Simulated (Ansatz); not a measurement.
# C₂H₃AlFN: small, medium and large basis sets

How large a basis does C₂H₃AlFN need? Two functionals are run in growing sets.

Method: one geometry, several basis sets; program: Ansatz 0.2.0, Gaussian basis.

The runs, in order: PBE0-D4/def2-SVP; ωB97M-V/def2-SVP; PBE0-D4/def2-QZVPP; ωB97M-V/def2-QZVPP; the functionals' def2-TZVPP values are taken from earlier runs.

## Step 1: The geometry

An earlier PBE0-D4 in a triple-zeta def2 set relaxation fixed the geometry.

SMILES `[CH3][Al]([F])[C]#N`, 8 atoms, charge 0, spin multiplicity 1.

Atoms are counted from 1 here; the program's logs count them from 0.

Bond lengths: C1–Al2 1.922 Å, C1–H6 1.094 Å, C1–H7 1.094 Å, C1–H8 1.092 Å, Al2–F3 1.642 Å, Al2–C4 1.932 Å, C4–N5 1.153 Å. Angles: Al2–C1–H6 110.8°, Al2–C1–H7 110.8°, Al2–C1–H8 111.7°, H6–C1–H7 106.8°, H6–C1–H8 108.2°, H7–C1–H8 108.2°, C1–Al2–F3 122.9°, C1–Al2–C4 123.0°, F3–Al2–C4 114.1°, Al2–C4–N5 177.1°.

## Step 2: PBE0-D4 in def2-SVP

The input, in.yaml:

```yaml
crystal:
  periodic: [false, false, false]
  atoms:
    - {symbol: C, position_ang: [-0.796207, -0.780246, 0.685806]}
    - {symbol: Al, position_ang: [0.733690, 0.022203, -0.157103]}
    - {symbol: F, position_ang: [2.249448, -0.595540, -0.030227]}
    - {symbol: C, position_ang: [0.623884, 1.626018, -1.228296]}
    - {symbol: N, position_ang: [0.500004, 2.584860, -1.857392]}
    - {symbol: H, position_ang: [-0.942012, -1.805210, 0.332646]}
    - {symbol: H, position_ang: [-0.659193, -0.835529, 1.769607]}
    - {symbol: H, position_ang: [-1.709626, -0.216546, 0.484958]}
basis:
  gaussian: {orbitals: def2-SVP}
hamiltonian: {xc: pbe0, dispersion: d4}
output: {orbitals: {seedname: orbitals}}
```

Further steps of the session: ωB97M-V in def2-SVP; PBE0-D4 in def2-QZVPP; ωB97M-V in def2-QZVPP.

Q: Predict the results of all the runs planned. Wanted: PBE0-D4: double and triple zeta above quadruple; ωB97M-V: double and triple zeta above quadruple.

As calculated:

```
                                       quantity           value
PBE0-D4: double and triple zeta above quadruple  10.49, 0.56 eV
ωB97M-V: double and triple zeta above quadruple  10.68, 0.53 eV
```

What this shows: PBE0-D4 gains 9.93 eV from double to triple zeta, then 0.56 eV more. Total energies overstate the basis error of differences, where much of it tends to cancel.
